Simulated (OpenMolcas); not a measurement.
# One shape, several levels: CH5AlO2 (SMILES C[Al](O)O)

Wanted: a comparison of 6 runs (HF/def2-SVP, B3LYP/6-31G*, B3LYP/def2-SVP, M06-2X/def2-SVP, r2SCAN/def2-SVP, CCSD(T)/def2-SVP) of CH5AlO2. 

The calculation is run with OpenMolcas 26.06.

1 further run of the same task is left out (set aside as unsound or not needed).

### 1 The system as given

CH5AlO2 has 9 atoms, charge 0, and is taken as a singlet. SMILES: `C[Al](O)O`. The coordinates come from a PBE0-D4/def2-TZVP relaxation. This is one conformer, not always the lowest.

Bond lengths: C1–Al2 1.933 Å, Al2–O3 1.698 Å, Al2–O4 1.698 Å, C1–H5 1.093 Å, C1–H6 1.092 Å, C1–H7 1.094 Å, O3–H8 0.954 Å, O4–H9 0.955 Å. Some angles: C1–Al2–O3 118.6°, C1–Al2–O4 119.1°, O3–Al2–O4 122.3°, Al2–C1–H5 111.1°, Al2–C1–H6 111.7°, Al2–C1–H7 110.8°, Al2–O3–H8 125.6°, Al2–O4–H9 125.4°, H5–C1–H6 108.4°, H5–C1–H7 106.8°.

### 2 Energy and forces at HF/def2-SVP (run 1)

Contents of test.input:

```
&GATEWAY
BasLib = $CurrDir
Coord
9
angstrom
C       -0.025110       1.109820      -1.034090
Al      -0.001290      -0.302910       0.285630
O        0.957740      -1.672870      -0.006720
O       -0.933740      -0.131550       1.694140
H       -0.226970       0.712350      -2.032300
H       -0.780650       1.863510      -0.803740
H        0.945840       1.611200      -1.084700
H        1.048330      -2.422320       0.577320
H       -0.984140      -0.767250       2.404460
Basis = def2-SVP
Group = NoSym
&SEWARD
&SCF
Thresholds = 1e-10 1e-07 1e-07 1e-05
PrOrbitals = 1 1
&ALASKA
```

The basis set def2-SVP is read from a file made from the Basis Set Exchange's data (not shown).

On the command line:

```
export MOLCAS_MEM=1860
pymolcas test.input > test.log
```

Standard output:

```text
--- Start Module: gateway ---
[...]
--- Stop Module: gateway /rc=_RC_ALL_IS_WELL_ ---
[...]
      Basis functions           85
[...]
--- Start Module: scf ---
[...]
       Convergence after  13 Iterations
[...]
::    Total SCF energy                               -432.3198854244
[...]
      Total spin, S                                     0.0000000000
[...]
      Total electronic charge=   40.000000
      Total            charge=   -0.000000
[...]
      Dipole Moment (debye):
      Origin of the operator (angstrom)=    0.0007   -0.2988    0.2808
                   X=  6.2551E-02               Y= -1.5748E+00               Z=  1.4679E+00           Total=  2.1537E+00
      Quadrupole Moment (debye*angstrom):
[...]
 *              Molecular gradients               *
 **************************************************
  Irreducible representation: a
 ------------------------------------------------------------------------------------------
                              X                       Y                       Z
 ------------------------------------------------------------------------------------------
  C1                2.28621937449880E-04   -2.32883170731313E-03    2.17257895126988E-03
  AL2               2.82588956867641E-05   -1.88489216889343E-03    1.68368325286927E-03
  O3                1.51502489520894E-03    1.22502311331836E-02   -1.46717489558252E-02
  O4               -2.42762370997163E-03    1.54547288165086E-02   -1.10950448815128E-02
  H5                1.61759135338224E-04   -2.69244317337880E-04    5.12497937298129E-04
  H6                7.49005035296513E-05   -5.68904700178674E-04    4.76254247511410E-04
  H7               -2.49452069333689E-04   -4.23177123162422E-04    1.31257767315485E-04
  H8               -5.52735287666417E-04   -1.03618512891188E-02    1.11789973380825E-02
[...]
```

Run time: 9.9 s. Hardware: 1 thread of Intel Xeon Platinum 8259CL at 2.50GHz (Skylake/Cascade Lake), shared host; peak memory 0.47 GiB.

### 3 Energy and gradient at B3LYP/6-31G(d) (spherical functions) (run 2)

Contents of coord.xyz:

```xyz
9

C     -0.025110     1.109820    -1.034090
Al    -0.001290    -0.302910     0.285630
O      0.957740    -1.672870    -0.006720
O     -0.933740    -0.131550     1.694140
H     -0.226970     0.712350    -2.032300
H     -0.780650     1.863510    -0.803740
H      0.945840     1.611200    -1.084700
H      1.048330    -2.422320     0.577320
H     -0.984140    -0.767250     2.404460
```

Contents of calc.inp:

```
>>> EXPORT MOLCAS_PRINT=2

&GATEWAY
  BasLib
  $CurrDir
  Coord
  coord.xyz
  Basis
  6-31Gs
  Group
  NoSym

&SEWARD
  GridInput
  Grid=UltraFine
  End of Grid

&SCF
  KSDFT
  B3LYP
  Thresholds
  1e-10 1e-07 1e-07 1e-05
  PrOrbitals
  1 2

&ALASKA
```

The basis set 6-31G* is read from a file made from the Basis Set Exchange's data (not shown).

On the command line:

```
export MOLCAS_MEM=1860
pymolcas calc.inp > calc.log
```

Standard output:

```text
--- Start Module: gateway ---
[...]
--- Stop Module: gateway /rc=_RC_ALL_IS_WELL_ ---
[...]
      Basis functions           70
[...]
--- Start Module: scf ---
[...]
       Convergence after  13 Iterations
[...]
::    Total KS-DFT energy                            -434.0966381439
[...]
      Total spin, S                                     0.0000000000
[...]
      Total electronic charge=   40.000000
      Total            charge=   -0.000000
[...]
      Dipole Moment (debye):
      Origin of the operator (angstrom)=    0.0007   -0.2988    0.2808
                   X=  6.1177E-02               Y= -1.4148E+00               Z=  1.3170E+00           Total=  1.9339E+00
      Quadrupole Moment (debye*angstrom):
[...]
 *              Molecular gradients               *
 **************************************************
  Irreducible representation: a
 ------------------------------------------------------------------------------------------
                              X                       Y                       Z
 ------------------------------------------------------------------------------------------
  C1               -3.17266891015439E-04   -1.13541025470187E-03    1.30016000060440E-03
  AL2               1.75292814481642E-04   -3.31666575922451E-03    3.03882914241660E-03
  O3               -4.96867778222843E-03    1.08840894010598E-03    7.41923369725850E-03
  O4                5.17141364328921E-03   -7.19529336002012E-03   -1.69896287849447E-03
  H5                6.58723782054005E-04    4.38950382151693E-04    1.97251218150463E-03
  H6                1.39533955117832E-03   -1.62421741750629E-03   -4.51877975113368E-05
  H7               -1.69826655884409E-03   -1.22310145458382E-03    9.86995378389199E-05
  H8               -9.36066731318075E-04    7.07760321162132E-03   -5.39580886602975E-03
[...]
```

Wall time 35 s (1 thread of Intel Xeon Platinum 8259CL at 2.50GHz (Skylake/Cascade Lake), shared host); peak memory 0.41 GiB.

Runs 3 to 5 aren't shown in full; the table further down has their settings and results.

### 4 A single-point energy at CCSD(T)/def2-SVP (run 6)

Contents of input.xyz:

```xyz
9

C     -0.025110     1.109820    -1.034090
Al    -0.001290    -0.302910     0.285630
O      0.957740    -1.672870    -0.006720
O     -0.933740    -0.131550     1.694140
H     -0.226970     0.712350    -2.032300
H     -0.780650     1.863510    -0.803740
H      0.945840     1.611200    -1.084700
H      1.048330    -2.422320     0.577320
H     -0.984140    -0.767250     2.404460
```

Contents of job.input:

```
&gateway
 baslib=$CurrDir
 coord=input.xyz
 basis=def2-SVP
 group=NoSym

&seward

&scf
 thresholds=1e-10 1e-07 1e-07 1e-05
 prorbitals=1 2

&rasscf
 fileorb=$Project.ScfOrb
 spin=1
 nactel=0 0 0
 inactive=20
 ras2=0
 outorbitals=Canonical
 orblisting=Few

&motra
 jobiph
 frozen=8

&ccsdt
 cct
 triples=2
 iterations=80
 accuracy=1e-08
 extrapolation=5 4
```

The basis set def2-SVP is read from a file made from the Basis Set Exchange's data (not shown).

On the command line:

```
export MOLCAS_MEM=1860
pymolcas job.input > job.log
```

Standard output:

```text
--- Start Module: gateway ---
[...]
--- Stop Module: gateway /rc=_RC_ALL_IS_WELL_ ---
[...]
      Basis functions           85
[...]
       Convergence after  13 Iterations
[...]
::    Total SCF energy                               -432.3198854244
[...]
      Total spin, S                                     0.0000000000
[...]
      Number of active orbitals                  0
[...]
      Spin quantum number                      0.0
[...]
      Active orbitals                            0
[...]
      Number of CSFs                             1
[...]
      Number of root(s) required                 1
[...]
      Convergence after  4 iterations
[...]
      Natural orbitals and occupation numbers for root  1
      ************************************************************************************************************************
      *                                                    Final results                                                     *
      ************************************************************************************************************************
[...]
::    RASSCF root number  1 Total energy:   -432.31988542
[...]
      Total electronic charge=   40.000000
      Total            charge=   -0.000000
[...]
      Dipole Moment (debye):
      Origin of the operator (angstrom)=    0.0007   -0.2988    0.2808
                   X=  6.2551E-02               Y= -1.5748E+00               Z=  1.4679E+00           Total=  2.1537E+00
      Quadrupole Moment (debye*angstrom):
[...]
--- Start Module: motra ---
[...]
--- Stop Module: motra /rc=_RC_ALL_IS_WELL_ ---
[...]
--- Start Module: ccsdt ---
[...]
      Convergence after                    16  Iterations
      Total energy (diff) :    -432.93465537      -0.00000000
[...]
 METHOD                       : CCSD+T(CCSD)+<T3(1)WT1> = CCSD(T)
[...]
       CCSD     =      -432.9346553663656
[...]
```

Wall time 68 s (1 thread of Intel Xeon Platinum 8259CL at 2.50GHz (Skylake/Cascade Lake), shared host); peak memory 0.47 GiB.

### 5 All runs side by side

```csv
run,level,integration grid,task,energy (Eh),dipole moment (D) of the reference,HOMO energy (eV),LUMO energy (eV),wall time
1,HF/def2-SVP,–,gradient,-432.319885,2.15,-11.72,2.91,9.9 s
2,B3LYP/6-31G* (spherical functions),UltraFine,gradient,-434.096638,1.93,-8.11,-0.07,35 s
3,B3LYP/def2-SVP,UltraFine,gradient,-433.908546,1.99,-8.19,-0.12,39 s
4,M06-2X/def2-SVP,UltraFine,gradient,-433.789290,2.02,-9.66,0.84,54 s
5,r2SCAN/def2-SVP,UltraFine,gradient,-433.758784,2.00,-7.23,-0.06,50 s
6,CCSD(T)/def2-SVP,–,energy,-432.947744,2.15,-11.72,2.91,68 s
```

### 6 Summary of results

| quantity | value |
| --- | --- |
| run 6: total energy | -432.94774 Eh |
| run 6: dipole moment (mean-field density) | 2.15 D |
| run 6: HOMO energy (Hartree–Fock orbitals) | -11.72 eV |
| run 6: LUMO energy (Hartree–Fock orbitals) | 2.91 eV |
| run 6: HOMO–LUMO gap (Hartree–Fock orbitals) | 14.63 eV |
| run 6: correlation energy (8 core orbitals frozen) | -627.9 mEh |
| run 6: (T) correction | -13.09 mEh |

Over runs 1, 2, 3, 4, 5 the dipole moment (its size) runs from 1.93 D (B3LYP/6-31G*) to 2.15 D (HF/def2-SVP). The two ends differ in method and basis. Over runs 1, 2, 3, 4, 5 the HOMO–LUMO gap runs from 7.17 eV (r2SCAN/def2-SVP) to 14.63 eV (HF/def2-SVP). Exact exchange widens orbital gaps. Totals of different functionals can't be ranked against each other. All runs together took 4.3 min, the longest 68 s.
